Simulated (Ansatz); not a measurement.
# PtSe2 (P-3m1): equation of state

One table from this session's results is given with a row withheld; the runs are named, their logs left out.

The COD entry's cell or inner coordinates are ideal or old and differ from later refinements, so a difference from it is no clean test against experiment.

Method: DFT PBE, scalar-relativistic, plane waves, PAW, in Ansatz 0.2.0.

The runs add the D3(BJ) dispersion term to the functional named. Spin polarisation is switched off on purpose; where the compound carries moments, volume, stiffness and gap are then not the real material's.

## The structure to begin with

The structure is trigonal, space group P-3m1 (No. 164). The conventional cell has a = 3.772 Å, b = 3.772 Å, c = 4.821 Å, α = 90.00°, β = 90.00°, γ = 120.00°. Pt (site symmetry -3m) is surrounded by 6 Se at 2.53 Å. Se (site symmetry 3m) has 3 Pt at 2.53 Å as nearest neighbours.

Coordinates:

```cif
data_structure
_symmetry_space_group_name_H-M 'P 1'
_symmetry_Int_Tables_number 1
_cell_length_a 3.7722
_cell_length_b 3.7722
_cell_length_c 4.8212
_cell_angle_alpha 90.000
_cell_angle_beta 90.000
_cell_angle_gamma 120.000
_cell_volume 59.41
loop_
_atom_site_label
_atom_site_type_symbol
_atom_site_fract_x
_atom_site_fract_y
_atom_site_fract_z
_atom_site_occupancy
Pt1 Pt 0.00000 0.00000 0.00000 1
Se1 Se 0.33333 0.66667 0.26538 1
Se2 Se 0.66667 0.33333 0.73462 1
```

An earlier run at PBE left this cell at 19.804 Å³/atom and 0.00 GPa (10×10×8 mesh).

Volume factors to run: 0.980, 1.020, 0.960, 1.040.

The first run:

input.yaml

```yaml
crystal:
  lattice:
    - [3.7468346924, 0.0, 0.0]
    - [-1.8734173462, 3.2448540274, 0.0]
    - [0.0, 0.0, 4.7888370445]
  atoms:
    - { symbol: Pt, position: [0.0, 0.0, 0.0] }
    - { symbol: Se, position: [0.3333333333, 0.6666666667, 0.2653800067] }
    - { symbol: Se, position: [0.6666666667, 0.3333333333, 0.7346199933] }
basis:
  ecutwfc: 420
  ecutrho_ratio: 4
kpoints:
  mp_grid: { grid: [10, 10, 8] }
hamiltonian:
  xc: pbe
  dispersion: d3bj
scf:
  occupations: { method: gaussian, width: 0.05 }
output:
  forces: true
  stress: true
  eigenvalues: true
relax:
  f_tol: 0.01
  max_steps: 40
  cell: { stress_tol: 0.1, fix: [volume] }
```

The run is started by

```console
> ansatz run input.yaml --threads 1 --pin off --max-ram 2560MiB --backend cpu --events-out ev --progress --plain --runs-dir out
```

Among the steps run: Volume × 0.980; At 1.020 of the relaxed volume; Scaling the volume by 0.960; At 1.040 of the relaxed volume.

One table of the session follows, with a row left open; its other results are not shown here.

It belongs to the step «The fit». 

```
volume (Å³/atom)  energy (meV/atom)  pressure (GPa)
          19.011               6.32            2.82
          19.407                  ?               ?
          19.804               0.00            0.00
          20.200               1.33           -1.09
          20.596               4.91           -1.86
```

Estimate the missing values for volume (Å³/atom) = 19.407.

Worked estimate for «energy (meV/atom)». A straight line through the neighbours (19.011, 6.32) and (19.804, 0.00) gives 6.32 + (0.00 − 6.32) × (19.407 − 19.011) / (19.804 − 19.011) = 3.16; a parabola fitted to 3 rows on both sides gives 1.67.

The run gave: energy (meV/atom): 1.44; pressure (GPa): 1.23. In «energy (meV/atom)» the line misses by +1.72 and the parabola by +0.23.
